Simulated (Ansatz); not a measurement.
# CH2Br2: the cost of one run

Computed with Ansatz 0.2.0 (the levels named in each step, unless a step's input says otherwise).

### Step 1. The structure to begin with

Bond lengths: Br1–C2 1.939 Å, C2–Br3 1.939 Å, C2–H4 1.088 Å, C2–H5 1.088 Å. Angles: Br1–C2–Br3 112.4°, Br1–C2–H4 108.2°, Br1–C2–H5 108.2°, Br3–C2–H4 108.2°, Br3–C2–H5 108.1°, H4–C2–H5 111.9°.

Structure file:

```xyz
5

Br   -1.6094    0.1181    0.0004
C    -0.0148   -0.9845    0.0299
Br    1.6122    0.0701   -0.0061
H    -0.0217   -1.5663    0.9491
H    -0.0256   -1.6209   -0.8523
```

### Step 2. A rough first relaxation, PBE-D4/def2-SVP

Contents of input.yaml:

```yaml
crystal:
  periodic: [false, false, false]
  atoms:
    - { symbol: Br, position_ang: [-1.60941, 0.11811, 0.00038] }
    - { symbol: C, position_ang: [-0.01476, -0.9845, 0.0299] }
    - { symbol: Br, position_ang: [1.6122, 0.07008, -0.0061] }
    - { symbol: H, position_ang: [-0.02174, -1.56629, 0.9491] }
    - { symbol: H, position_ang: [-0.02557, -1.62094, -0.85231] }
magnetization:
  spin_polarized: true
  initial_magnetization: 1
total_charge: 1
basis:
  gaussian: { orbitals: def2-SVP }
hamiltonian:
  xc: pbe
  dispersion: d4
relax:
  f_tol: 0.03
  max_steps: 200
```

The run is started by

```bash
$ ansatz run input.yaml --threads 4 --pin off --max-ram 10240MiB --backend cpu --events-out ev --progress --plain --runs-dir out
```

**Question.** How long does this run take on 4 threads of AMD EPYC 9R45 (Zen 5), shared host, and how much memory does it need?

About 8.2 s, with a peak of 0.22 GiB.
